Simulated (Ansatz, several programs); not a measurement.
An ordered 4-atom cell of LuGaN2 on the rocksalt lattice (R-3m), relaxed with r2SCAN in Ansatz (plane waves, PAW): it is trigonal, R-3m (No. 166); a = 3.218 Å, c = 15.201 Å in the conventional setting, 11.36 Å³ an atom. Around Ga lie 6 N at 2.20 Å; around Lu lie 6 N at 2.30 Å; around N lie 3 Ga at 2.20 Å and 3 Lu at 2.30 Å. The cell was then scaled with its shape and fractional coordinates held, which makes it stiffer than a relaxed compression. The cell comes from a prototype generator: it can be a known phase or a hypothetical one. Spin polarisation is off.

```tsv
V (Å³/atom)	E (meV/atom)
10.679	29.49
11.020	6.98
11.361	0.00
12.043	23.79
```

**Question.** Pass a cubic E = c₀ + c₁u + c₂u² + c₃u³, with u = V − 11.276 Å³, through these points.

**Answer.** c₀ = 0.41, c₁ = -9.796, c₂ = 59.644, c₃ = -9.2892 (meV and Å³).

**Question.** Where is the minimum, and what bulk modulus follows?

**Answer.** dE/du = 0 at u = +0.084, so V₀ = 11.36 Å³. B = V₀ d²E/dV² = 11.36 × (2c₂ + 6c₃u) = 11.36 × 114.619 = 1302 meV/Å³, and 1 meV/Å³ is 0.16022 GPa: 209 GPa. A third-order Birch-Murnaghan fit to all five points gives 11.36 Å³ and 207 GPa.

**Question.** Predict the energy and the pressure at the withheld volume, 11.702 Å³.

**Answer.** With u = +0.426: E ≈ 6.34 meV and P = −dE/dV ≈ -5.76 GPa. The run gives 6.26 meV and, from its stress, -5.73 GPa.
